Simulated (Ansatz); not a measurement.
Write a Python script for the Ansatz DFT code, driven from Python that makes a comparison of enthalpies under pressure of two structures of La. Settings (first run): r2SCAN, PAW, cutoff 600 eV, 7×7×4 k-points, Fermi-Dirac smearing of 0.1 eV.

Input file `la_p6_3_mmc.vasp`:
```text
La
1.0
   3.75000000    0.00000000    0.00000000
  -1.87500000    3.24759526    0.00000000
   0.00000000    0.00000000    6.07000000
La
2
Direct
   0.33333333    0.66666667    0.25000000
   0.66666667    0.33333333    0.75000000
```

Contents of `la_im_3m.extxyz`:
```text
1
Lattice="-2.12383107 2.12383107 2.12383107 2.12383107 -2.12383107 2.12383107 2.12383107 2.12383107 -2.12383107" Properties=species:S:1:pos:R:3 pbc="T T T"
La    0.00000000    0.00000000    0.00000000
```

Script `transition_la.py`:
```python
'''Enthalpies of two structures of La under pressure.'''

import warnings

import ansatz as az
from ase.io import read
import numpy as np
from tabulate import tabulate


def solve(name, crystal, pressure=0.0):
    calc = (
        crystal.calculation()
        .functional('r2scan')
        .basis(600)
        .kpoints(spacing=0.3)
        .occupations('fermi_dirac', width=0.1)
    )
    calc = calc.relax(force_tolerance=0.03, cell=True, pressure=pressure)
    return calc.run(threads=1, backend='cpu')


def volume_per_atom(outcome):
    return abs(np.linalg.det(outcome.lattice.cell_ang)) / len(outcome.lattice.sites)

warnings.simplefilter('ignore', az.DeckWarning)

phases = {}
atoms = read('la_p6_3_mmc.vasp', format='vasp')
p6_3_mmc = az.Crystal.from_ase(atoms)
phases['P6_3/mmc'] = p6_3_mmc
im_3m = az.Crystal.from_extxyz('la_im_3m.extxyz')
phases['Im-3m'] = im_3m

# H = E + PV, with 1 eV per cubic angstrom equal to 160.2 GPa
pressures = [0, 5, 10, 20]
enthalpy, volume = {name: [] for name in phases}, {name: [] for name in phases}
for p in pressures:
    for name, crystal in phases.items():
        o = solve(name, crystal, pressure=p)
        volume[name].append(volume_per_atom(o))
        enthalpy[name].append(o.report['energy_sigma0_ev'] / len(o.lattice.sites) + p * volume[name][-1] / 160.21766)
gap = np.array(enthalpy['Im-3m']) - np.array(enthalpy['P6_3/mmc'])
rows = [(p, va, vb, 1000 * d) for p, va, vb, d in zip(pressures, volume['P6_3/mmc'], volume['Im-3m'], gap)]
print(tabulate(rows, headers=['P (GPa)', 'V P6_3/mmc (A^3/atom)', 'V Im-3m (A^3/atom)', 'H(Im-3m) - H(P6_3/mmc) (meV/atom)'], floatfmt='.4f', tablefmt='plain'))
crossings = [p0 - g0 * (p1 - p0) / (g1 - g0) for p0, p1, g0, g1 in zip(pressures, pressures[1:], gap, gap[1:]) if g0 * g1 < 0]
print('crossing near', [round(float(p), 1) for p in crossings], 'GPa') if crossings else print('no crossing in this range')
```

Output of `python transition_la.py`:
```text
  P (GPa)    V P6_3/mmc (A^3/atom)    V Im-3m (A^3/atom)    H(Im-3m) - H(P6_3/mmc) (meV/atom)
        0                  38.2885               38.6292                              68.6428
        5                  31.6897               33.2159                              99.8999
       10                  27.5521               28.9615                             161.0185
       20                  23.6367               24.4583                             238.0384
no crossing in this range
```

Caveats:
- At a fixed pressure a relaxation lowers the enthalpy F + PV, while F alone can rise.
- For the metals among these phases the mesh is modest: differences between phases can be off by up to 40 meV an atom.
- The cells come from databases of deposited and of computed structures, and not all need be stable phases.
- Only these two structures are compared, at zero temperature and with their symmetry kept; either may be hypothetical, and another phase may be lower than both. Differences under about 40 meV an atom lie within the error of mesh and functional.
- It ran for 95 s on 1 thread of Intel(R) Xeon(R) Platinum 8488C (Sapphire Rapids), on a shared host, peak memory 0.75 GiB.

(Lines on the test bed's own set-up are left out of the output.)
